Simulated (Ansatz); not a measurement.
# Ir (bcc type): how the settings move a single-point run

How sensitive is a single-point run of Ir (bcc type) to its settings? A reference run comes first, then one run with altered input.

Method: reference: DFT, LDA, all-electron LAPW, scalar-relativistic, in Ansatz 0.2.0.

1 further run of the same task is left out (it didn't finish). Runs told in other sessions of the task aren't counted.

## 1. The structure to begin with

Symmetry: Im-3m, No. 229, cubic system. The conventional cell has a = 2.691 Å, b = 2.691 Å, c = 2.691 Å, α = 90.00°, β = 90.00°, γ = 90.00°. Ir (site symmetry m-3m) is surrounded by 8 Ir at 2.33 Å.

Structure file:

```cif
data_structure
_symmetry_space_group_name_H-M 'P 1'
_symmetry_Int_Tables_number 1
_cell_length_a 2.3309
_cell_length_b 2.3309
_cell_length_c 2.3309
_cell_angle_alpha 109.471
_cell_angle_beta 109.471
_cell_angle_gamma 109.471
_cell_volume 9.75
loop_
_atom_site_label
_atom_site_type_symbol
_atom_site_fract_x
_atom_site_fract_y
_atom_site_fract_z
_atom_site_occupancy
Ir1 Ir 0.00000 0.00000 0.00000 1
```

## 2. Reference

input.yaml reads:

```yaml
crystal:
  lattice:
    - [-1.3457229575, 1.3457229575, 1.3457229575]
    - [1.3457229575, -1.3457229575, 1.3457229575]
    - [1.3457229575, 1.3457229575, -1.3457229575]
  atoms:
    - { symbol: Ir, position: [0.0, 0.0, 0.0] }
kpoints:
  mp_grid: { grid: [20, 20, 20] }
scf:
  occupations: { method: fermi_dirac, width: 0.08 }
hamiltonian:
  xc: lda
  pseudopotentials: { kind: all_electron, lapw: { basis_error: 0.001 } }
output:
  forces: true
  stress: true
  eigenvalues: true
  populations: true
```

Started as:

```sh
$ ansatz run input.yaml --threads 1 --pin off --max-ram 2048MiB --backend cpu --events-out ev --progress --plain --runs-dir out
```

## 3. Variant: occupations.method tetrahedron, width left out

Edit input.yaml of step 2 so:

```diff
@@ -10,3 +10,3 @@
 scf:
-  occupations: { method: fermi_dirac, width: 0.08 }
+  occupations: { method: tetrahedron }
 hamiltonian:
```

Before running it: what results should come out? Wanted: for each run, ending; energy change; pressure; gap; force.

The runs gave:

```
                                              run     ending        energy change  pressure (GPa)  gap (eV)  force (eV/Å)  cycles  time
                                        reference  converged                    0           348.2      0.00          0.00       7  45 s
1: occupations.method tetrahedron, width left out  converged  +1.9 meV/atom (σ→0)           347.7      0.00          0.00       7  41 s
```

Residual by cycle in the longest SCF loop of each run; runs are numbered as in the table. The quantity is the density residual dr2, in eV.

```
cycle  reference    run 1
    1    0.00454  0.00465
    2     9.4e-4   9.7e-4
    3     4.8e-4   5.0e-4
    4     1.0e-4   1.1e-4
    5     2.1e-5   2.0e-5
    6     7.0e-7   7.1e-7
    7     7.6e-9   8.2e-9
```

Changing the smearing moves the energy by +1.9 meV/atom (σ→0 values), and the pressure goes from 348.2 to 347.7 GPa. The structure is not at rest: the sound run finds 348 GPa, so these are no properties of the relaxed crystal. 
